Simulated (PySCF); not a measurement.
# CaTl: bond curves at several levels of theory

The task here is to estimate one member of a computed series from the others.

Method: Ca def2-SVPD, Tl def2-SVPD with ECP60, scalar-relativistic core potentials; program: PySCF 2.14.0.

Set-up of the first run:

A driver script around PySCF takes these settings:

```
atoms                         : Ca, Tl
charge                        : 0
basis                         : Ca def2-SVPD, Tl def2-SVPD with ECP60
Hamiltonian                   : scalar-relativistic core potentials
basis functions               : 59
electrons treated             : 41
masses in u                   : 39.9626, 204.9744
levels                        : PBE0, PBE, TPSS, r²SCAN0, M06, HF, MP2, SCS-MP2
grid                          : 80 radial by 434 angular points
occupations                   : held fixed by the projection of orbital angular momentum
dissociation limit            : Ca + Tl, each in its ground configuration
starting distance in angstrom : 3.020
values of 2S to try           : 1, 3
```

On the command line:

```sh
> OMP_NUM_THREADS=1 python dia.py task.json out
```

Among the steps run: Input; The PBE0 curve of the state that the search chose; Higher solutions at PBE0; PBE (GGA); TPSS; r²SCAN0 (hybrid meta-GGA); M06; ROHF (mean field).

One of the session's tables, all rows but one given; the rest of the session is left out.

It belongs to the step «Constants by level of theory». 

```
       level  Re (Å)  ωe (cm⁻¹)  De (eV)
        ROHF   4.035       32.4    0.037
    ROHF-MP2   3.404       98.6    0.381
ROHF-SCS-MP2   3.470       86.6    0.290
         PBE   3.274      122.5     0.73
        TPSS   3.265      124.6     0.71
        PBE0       ?          ?        ?
     r²SCAN0   3.256      126.2     0.66
         M06   3.280      123.5     0.70
```

Q: Estimate the row for PBE0 from the others.

As computed: Re (Å): 3.289; ωe (cm⁻¹): 119.0; De (eV): 0.59. In the column «Re (Å)» it lies between M06 (3.280) and ROHF-MP2 (3.404).

De is counted to Ca + Tl in their ground configurations.
